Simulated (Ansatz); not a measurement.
# Ti: what the smearing changes

One table from this session's results is given with a row withheld; the runs are named, their logs left out.

Computed with Ansatz 0.2.0 (DFT, PBE, all-electron LAPW, scalar-relativistic, unless a step's input says otherwise).

1 further run of the same task is left out (set aside as unsound or not needed).

### The structure to begin with

Symmetry: P6_3/mmc, No. 194, hexagonal system. Conventional cell: a = 2.938 Å, b = 2.938 Å, c = 4.653 Å, α = 90.00°, β = 90.00°, γ = 120.00°. Ti (site symmetry -6m2) is surrounded by 12 Ti at 2.88 to 2.94 Å.

Structure file:

```cif
data_structure
_symmetry_space_group_name_H-M 'P6_3/mmc'
_symmetry_Int_Tables_number 194
_cell_length_a 2.9384
_cell_length_b 2.9384
_cell_length_c 4.6530
_cell_angle_alpha 90.000
_cell_angle_beta 90.000
_cell_angle_gamma 120.000
_cell_volume 34.79
loop_
_atom_site_label
_atom_site_type_symbol
_atom_site_symmetry_multiplicity
_atom_site_Wyckoff_symbol
_atom_site_fract_x
_atom_site_fract_y
_atom_site_fract_z
_atom_site_occupancy
Ti1 Ti 2 c 0.33333 0.66667 0.25000 1
```

The file gives the conventional cell by its symmetry; the runs use the cell typed in the input.

The cell was relaxed by PAW from a hypothetical start (hcp type); it needn't be the stable phase of this composition.

Atoms are numbered in the order of the input: Ti1, Ti2.

Set-up of the first run:

File input.yaml:

```yaml
crystal:
  lattice:
    - [2.9384094506, 0.0, 0.0]
    - [-1.4692047253, 2.5447372309, 0.0]
    - [0.0, 0.0, 4.6529805423]
  atoms:
    - { symbol: Ti, position: [0.3333333333, 0.6666666667, 0.25] }
    - { symbol: Ti, position: [0.6666666667, 0.3333333333, 0.75] }
kpoints:
  mp_grid: { grid: [13, 13, 7] }
scf:
  occupations: { method: methfessel_paxton, width: 0.2 }
hamiltonian:
  xc: pbe
  pseudopotentials: { kind: all_electron, lapw: { basis_error: 0.00025 } }
output:
  forces: true
  stress: true
  eigenvalues: true
```

Among the steps run: With Methfessel–Paxton smearing of 0.2 eV; With Fermi–Dirac smearing of 0.15 eV; With Gaussian smearing of 0.05 eV; With Gaussian smearing of 0.2 eV; With tetrahedron filling.

One table of the session follows, with a row left open; its other results are not shown here.

| smearing | energy from the first row (meV/atom) |
| --- | --- |
| Methfessel–Paxton smearing of 0.2 eV | 0.00 |
| Fermi–Dirac smearing of 0.15 eV | 3.82 |
| Gaussian smearing of 0.05 eV | 0.10 |
| Gaussian smearing of 0.2 eV | 0.10 |
| tetrahedron filling | ? |

**Question.** Estimate the row for tetrahedron filling.

**Answer.** energy from the first row (meV/atom): -0.63. In the column «energy from the first row (meV/atom)» it is the lowest.

Energies are those extrapolated to zero smearing.

Limits of these values: Warnings in the runs' records: tetrahedron derivatives may miss energy slope, band table not solved further.
